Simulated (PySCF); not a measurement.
**BBr⁺: the SCF solver's settings**

Aim: find out which solver settings change the answer for BBr⁺.

Method: each script names its method and basis; program: PySCF 2.14.0.

6 further runs of the same task are left out: 6 that didn't finish.

### 1 Where the work starts

BBr⁺: 2 atoms, charge 1, spin multiplicity 2.

Bond lengths: B1–Br2 1.827 Å.

### 2 Base script

The input, input.py:

```python
from pyscf import gto, scf, tdscf

mol = gto.M(
    atom='B 0 0 0; Br 0 0 1.827',
    basis='6-31g*',
    charge=1,
    spin=1,
    symmetry=True,
    verbose=4,
)
mf = scf.UHF(mol)
mf = mf.density_fit(auxbasis='def2-universal-jkfit')
mf.kernel()
td = tdscf.TDHF(mf)
td.nstates = 3
td.kernel()
td.analyze()
mf.dip_moment()
print('orbital energies (hartree):', [e[max(0, n-3):n+3].round(4) for e, n in zip(mf.mo_energy, mol.nelec)])
```

Run with:

```
OMP_NUM_THREADS=1 python input.py
```

The log of this run is left out.

In short: E(SCF) = -2596.401627 Eh, 13 cycles, ⟨S²⟩ = 0.765, excitations 4.38, 4.38, 4.82 eV.

The bond length is a typed value, not an optimised one. The dipole of an ion depends on the origin.

### 3 DIIS space 12

Run 1 changes DIIS space: default → 12.

The input, input.py:

```python
from pyscf import gto, scf, tdscf

mol = gto.M(
    atom='B 0 0 0; Br 0 0 1.827',
    basis='6-31g*',
    charge=1,
    spin=1,
    symmetry=True,
    verbose=4,
)
mf = scf.UHF(mol)
mf = mf.density_fit(auxbasis='def2-universal-jkfit')
mf.diis_space = 12
mf.kernel()
td = tdscf.TDHF(mf)
td.nstates = 3
td.kernel()
td.analyze()
mf.dip_moment()
print('orbital energies (hartree):', [e[max(0, n-3):n+3].round(4) for e, n in zip(mf.mo_energy, mol.nelec)])
```

Run with:

```
OMP_NUM_THREADS=1 python input.py
```

### 4 Convergence threshold 0.001 hartree

Run 2 changes convergence threshold: default → 0.001 hartree.

input.py, as its differences from that of step 2:

```diff
@@ -12,2 +12,3 @@
 mf = mf.density_fit(auxbasis='def2-universal-jkfit')
+mf.conv_tol = 0.001
 mf.kernel()
```

**Question.** What will these runs give? Wanted: for each run, E(SCF); from base; gap, α spin; after the SCF.

The runs gave:

```
                                run  E(SCF) (hartree)  from base (eV)  cycles  gap, α spin (eV)              after the SCF
                               base      -2596.401627               0      13             13.24  lowest root found 4.38 eV
                      DIIS space 12      -2596.401627          0.0000      12             13.24  lowest root found 4.38 eV
convergence threshold 0.001 hartree      -2596.401548  not comparable       6             13.33  lowest root found 4.37 eV
```

Distance from each run's final energy (log10 hartree) by cycle:

```
                                run  cycle 1  cycle 2  cycle 3  cycle 5  cycle 8  cycle 12
                               base     -1.0     -1.6     -2.3     -3.3     -5.2     -10.0
                      DIIS space 12     -1.0     -1.6     -2.3     -3.3     -5.2     -10.5
convergence threshold 0.001 hartree     -1.0     -1.6     -2.3     -3.4     done      done
```

What this shows: The SCF energy stays the same, to the digits that matter, with DIIS space 12. Rows marked «poor choice» come from settings spoiled on purpose.
